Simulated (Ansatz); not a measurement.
# HfVF6: the cost of one run

Computed with Ansatz 0.2.0 (DFT r²SCAN+U (U_eff = 4 eV on V d), plane waves, PAW, no spin–orbit coupling unless a run says so, unless a step's input says otherwise).

## 1. The system as given

The structure is cubic, space group Fm-3m (No. 225). Conventional cell: a = 8.042 Å, b = 8.042 Å, c = 8.042 Å, α = 90.00°, β = 90.00°, γ = 90.00°. Hf (site symmetry m-3m) has 6 F at 1.97 Å in its first shell of neighbours. Around V (site symmetry m-3m) lie 6 F at 2.05 Å. F (site symmetry 4mm) has 1 Hf at 1.97 Å and 1 V at 2.05 Å in its first shell of neighbours.

As a file:

```
CELL_PARAMETERS angstrom
0.00000 4.02100 4.02100
4.02100 0.00000 4.02100
4.02100 4.02100 0.00000
ATOMIC_POSITIONS crystal
Hf 0.00000 0.00000 0.00000
V 0.50000 0.50000 0.50000
F 0.24491 0.24491 0.75509
F 0.75509 0.75509 0.24491
F 0.75509 0.24491 0.24491
F 0.24491 0.75509 0.75509
F 0.24491 0.75509 0.24491
F 0.75509 0.24491 0.75509
```

Magnetic order typed: ferromagnetic.

An earlier series on this cell reached its lowest free state from «from atoms, default search», perhaps among other starts.

## 2. Random orbitals: single harmonics, second filling

input.yaml

```yaml
crystal:
  lattice:
    - [0.0, 4.02099997, 4.02099997]
    - [4.02099997, 0.0, 4.02099997]
    - [4.02099997, 4.02099997, 0.0]
  atoms:
    - { symbol: Hf, position: [0.0, 0.0, 0.0] }
    - { symbol: V, position: [0.5, 0.5, 0.5], spin: 1.0 }
    - { symbol: F, position: [0.24491, 0.24491, 0.75509] }
    - { symbol: F, position: [0.75509, 0.75509, 0.24491] }
    - { symbol: F, position: [0.75509, 0.24491, 0.24491] }
    - { symbol: F, position: [0.24491, 0.75509, 0.75509] }
    - { symbol: F, position: [0.24491, 0.75509, 0.24491] }
    - { symbol: F, position: [0.75509, 0.24491, 0.75509] }
basis:
  ecutwfc: 500
  ecutrho_ratio: 4
kpoints:
  mp_grid: { grid: [4, 4, 4] }
hamiltonian:
  xc: r2scan
  hubbard:
    sites:
      - { site: 1, l: d, u_eff: 4.0, starting_ns: [{ spin: up, occupation_matrix: s1up }, { spin: down, occupation_matrix: s1down }] }
    occupation_matrices:
      s1up:
        matrix:
          - [0.02, 0.0, 0.0, 0.0, 0.0]
          - [0.0, 0.97, 0.0, 0.0, 0.0]
          - [0.0, 0.0, 0.97, 0.0, 0.0]
          - [0.0, 0.0, 0.0, 0.02, 0.0]
          - [0.0, 0.0, 0.0, 0.0, 0.02]
      s1down:
        matrix:
          - [0.02, 0.0, 0.0, 0.0, 0.0]
          - [0.0, 0.02, 0.0, 0.0, 0.0]
          - [0.0, 0.0, 0.02, 0.0, 0.0]
          - [0.0, 0.0, 0.0, 0.02, 0.0]
          - [0.0, 0.0, 0.0, 0.0, 0.97]
    ns_hold: until_converged
scf:
  occupations: { method: gaussian, width: 0.05 }
  lower_state_search: "off"
  max_iter: 150
output:
  forces: true
  stress: true
  eigenvalues: true
  populations: true
  hubbard: { sites: [{ site: 1, l: d }] }
magnetization:
  spin_polarized: true
```

The typed matrices put 0.97 on the chosen orbitals and 0.02 on the others, and are held until the SCF converges, then released.

Launch:

```sh
> ansatz run input.yaml --threads 8 --pin off --max-ram 12288MiB --backend cpu --events-out ev --progress --plain --runs-dir out
```

Q: Estimate wall time and peak memory on 8 threads of Arm Neoverse V2, shared host.

About 9.1 s, with a peak of 1.2 GiB.
